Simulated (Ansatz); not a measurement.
# AlN (P6_3mc): an equation of state far from equilibrium

Aim: energy and pressure of AlN (P6_3mc) over a wide range of volumes, and a fit.

The COD entry's cell or inner coordinates are ideal or old and differ from later refinements, so a difference from it is no clean test against experiment.

Program: Ansatz 0.2.0. Level of theory: DFT PBE, scalar-relativistic, plane waves, PAW. These are calculated values, not measurements.

**1. The system as given**

The structure is hexagonal, space group P6_3mc (No. 186). The conventional cell has a = 3.130 Å, b = 3.130 Å, c = 5.018 Å, α = 90.00°, β = 90.00°, γ = 120.00°. Around Al (site symmetry 3m) lie 4 N at 1.90 to 1.91 Å. N (site symmetry 3m) is surrounded by 4 Al at 1.90 to 1.91 Å.

As a file:

```cif
data_structure
_symmetry_space_group_name_H-M 'P 1'
_symmetry_Int_Tables_number 1
_cell_length_a 3.1302
_cell_length_b 3.1302
_cell_length_c 5.0180
_cell_angle_alpha 90.000
_cell_angle_beta 90.000
_cell_angle_gamma 120.000
_cell_volume 42.58
loop_
_atom_site_label
_atom_site_type_symbol
_atom_site_fract_x
_atom_site_fract_y
_atom_site_fract_z
_atom_site_occupancy
Al1 Al 0.33333 0.66667 0.99923 1
Al2 Al 0.66667 0.33333 0.49923 1
N1 N 0.33333 0.66667 0.38077 1
N2 N 0.66667 0.33333 0.88077 1
```

This cell comes from an earlier session at PBE: 10.645 Å³/atom at 0.00 GPa, on a 10×10×6 mesh.

**2. Volume × 0.96**

The input, input.yaml:

```yaml
crystal:
  lattice:
    - [3.0879176776, 0.0, 0.0]
    - [-1.5439588388, 2.6742151536, 0.0]
    - [0.0, 0.0, 4.9502075237]
  atoms:
    - { symbol: Al, position: [0.3333333333, 0.6666666667, -0.0007699053] }
    - { symbol: Al, position: [0.6666666667, 0.3333333333, 0.4992300947] }
    - { symbol: "N", position: [0.3333333333, 0.6666666667, 0.3807699053] }
    - { symbol: "N", position: [0.6666666667, 0.3333333333, 0.8807699053] }
basis:
  ecutwfc: 420
  ecutrho_ratio: 4
kpoints:
  mp_grid: { grid: [10, 10, 6] }
hamiltonian:
  xc: pbe
scf:
  occupations: { method: gaussian, width: 0.05 }
output:
  forces: true
  stress: true
  eigenvalues: true
relax:
  f_tol: 0.01
  max_steps: 40
  cell: { stress_tol: 0.1, fix: [volume] }
```

Command:

```bash
> ansatz run input.yaml --threads 1 --pin off --max-ram 2560MiB --backend cpu --events-out ev --progress --plain --runs-dir out
```

Further steps of the session: Volume × 1.04; Volume × 0.92; Volume × 0.88; Volume × 0.84; Volume × 0.8.

**Question.** What will these runs give? Wanted: range of pressure; V0; B0; B0′.

The runs gave:

| quantity | value |
| --- | --- |
| range of pressure | -7.0 to 64.5 GPa |
| V0 (fit) | 10.65 Å³/atom |
| B0 (fit) | 195 GPa |
| B0′ (fit) | 3.64 |

What this shows: A third-order Birch-Murnaghan fit follows the points with an rms miss of 0.07 meV/atom. Shape and atoms relax at each volume. Other structures may be lower in enthalpy at these pressures.
